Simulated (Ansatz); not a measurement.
# PBE0/def2-SVPD run of BH2SF (SMILES FBS)

What is the electronic atomisation energy of BH2SF at PBE0/def2-SVPD? 

Program for the calculation: Ansatz 0.2.0.

59 further runs of the same task are left out: 59 set aside as unsound or not needed.

### Step 1. The system as given

The species is BH2SF (5 atoms), meant as a singlet with charge 0. SMILES: `FBS`. Geometry: relaxed at PBE0-D4/def2-TZVP. This is one conformer, not always the lowest.

Bond lengths: F1–B2 1.322 Å, B2–S3 1.794 Å, B2–H4 1.194 Å, S3–H5 1.342 Å. Angles: F1–B2–S3 117.9°, F1–B2–H4 119.5°, S3–B2–H4 122.6°, B2–S3–H5 94.9°.

### Step 2. A single-point energy at PBE0/def2-SVPD

run.yaml

```yaml
crystal:
  periodic: [false, false, false]
  atoms:
    - symbol: F
      position_ang: [-1.119100, -0.905900, -1.069200]
    - symbol: B
      position_ang: [-0.412800, -0.339100, -0.106100]
    - symbol: S
      position_ang: [0.972400, 0.698600, -0.579400]
    - symbol: H
      position_ang: [-0.712000, -0.530900, 1.033700]
    - symbol: H
      position_ang: [1.321400, 1.003700, 0.679600]
basis:
  gaussian: {orbitals: def2-SVPD}
total_charge: 0
hamiltonian: {xc: {name: PBE0}}
accuracy: high
output: {orbitals: {seedname: orbitals}}
```

Started as:

```sh
ansatz run run.yaml --threads 1 --pin off --max-ram 2610MiB --events-out events.jsonl --progress --plain --runs-dir runs
```

The program printed:

```text
Warning: RAYON_NUM_THREADS=1 ignored (pool sized by the plan → 1); use --threads N
Functional definition: PBE0
  name "PBE0"
  parameter a = 0.25
  parameter kappa = 0.804
  parameter beta = 0.06672455060314922
  exchange = (1 - a)*pbe_x(kappa = kappa, mu = beta*pi^2/3) + a*exact_x
  correlation = pbe_c(beta = beta)
1673 factors; integrals over basis functions are off by at most 3.4e-9 eV
mean field evaluation 1: about -14248.9666 eV, gradient 2.6e1 eV
mean field evaluation 2: about -14248.1123 eV, gradient 3.6e1 eV
mean field evaluation 4: about -14250.1590 eV, gradient 6.7e-1 eV
mean field evaluation 8: about -14250.1605 eV, gradient 1.6e-2 eV
mean field evaluation 16: about -14250.1605 eV, gradient 3.1e-7 eV
mean field -14250.16051527 eV, -523.6837398306 hartree, gradient 3.6e-8 eV, S^2 0.000000; 0 other end points of the search recorded, 0 dependent functions left out
reference -14250.16051832 eV, -523.6837399425 hartree; 16, 16 occupied and 70, 70 virtual orbitals, 1673 factors
Total energy: -14250.16051832 eV, -523.6837399425 hartree
```

Run time: 4.8 s. Hardware: 1 thread of Arm Neoverse V1, shared host; peak memory 0.22 GiB.

### Step 3. The B atom

job.yaml

```yaml
crystal:
  periodic: [false, false, false]
  atoms:
    - {symbol: B, position_ang: [0.000000, 0.000000, 0.000000]}
basis:
  gaussian: {orbitals: def2-SVPD}
total_charge: 0
magnetization: {spin_polarized: true, initial_magnetization: 1}
hamiltonian: {xc: pbe0}
accuracy: high
```

Run the same way, it converges to -24.58990 Eh (log not shown).

### Step 4. The F atom

run.yaml

```yaml
basis:
  gaussian:
    orbitals: def2-SVPD
crystal:
  periodic: [false, false, false]
  atoms:
    - symbol: F
      position_ang: [0.000000, 0.000000, 0.000000]
magnetization:
  spin_polarized: true
  initial_magnetization: 1
hamiltonian:
  xc: pbe0
accuracy: high
```

Run the same way, it converges to -99.55958 Eh (log not shown).

### Step 5. The H atom

run.yaml

```yaml
crystal:
  periodic: [false, false, false]
  atoms:
    - {symbol: H, position_ang: [0.000000, 0.000000, 0.000000]}
basis:
  gaussian:
    orbitals: def2-SVPD
magnetization:
  spin_polarized: true
  initial_magnetization: 1
accuracy: high
hamiltonian:
  xc: pbe0
```

Run the same way, it converges to -0.50029 Eh (log not shown).

### Step 6. The S atom

run.yaml

```yaml
crystal:
  periodic: [false, false, false]
  atoms:
    - {symbol: S, position_ang: [0.000000, 0.000000, 0.000000]}
basis:
  gaussian:
    orbitals: def2-SVPD
hamiltonian:
  xc: {name: PBE0}
accuracy: high
magnetization:
  spin_polarized: true
  initial_magnetization: 2
```

Run the same way, it converges to -397.84335 Eh (log not shown).

### Step 7. Summary of results

At PBE0/def2-SVPD:

```
                     quantity          value
       molecule: total energy  -523.68374 Eh
        molecule: HOMO energy       -8.44 eV
        molecule: LUMO energy       -0.81 eV
      molecule: HOMO–LUMO gap        7.63 eV
         B atom: total energy   -24.58990 Eh
                 B atom: ⟨S²⟩          0.754
         F atom: total energy   -99.55958 Eh
                 F atom: ⟨S²⟩          0.752
         H atom: total energy    -0.50029 Eh
                 H atom: ⟨S²⟩          0.750
         S atom: total energy  -397.84335 Eh
                 S atom: ⟨S²⟩          2.004
electronic atomisation energy      18.785 eV
```

In words: Taking the molecule apart into free atoms costs 18.78 eV (433 kcal/mol), before zero-point energy and without spin-orbit coupling.
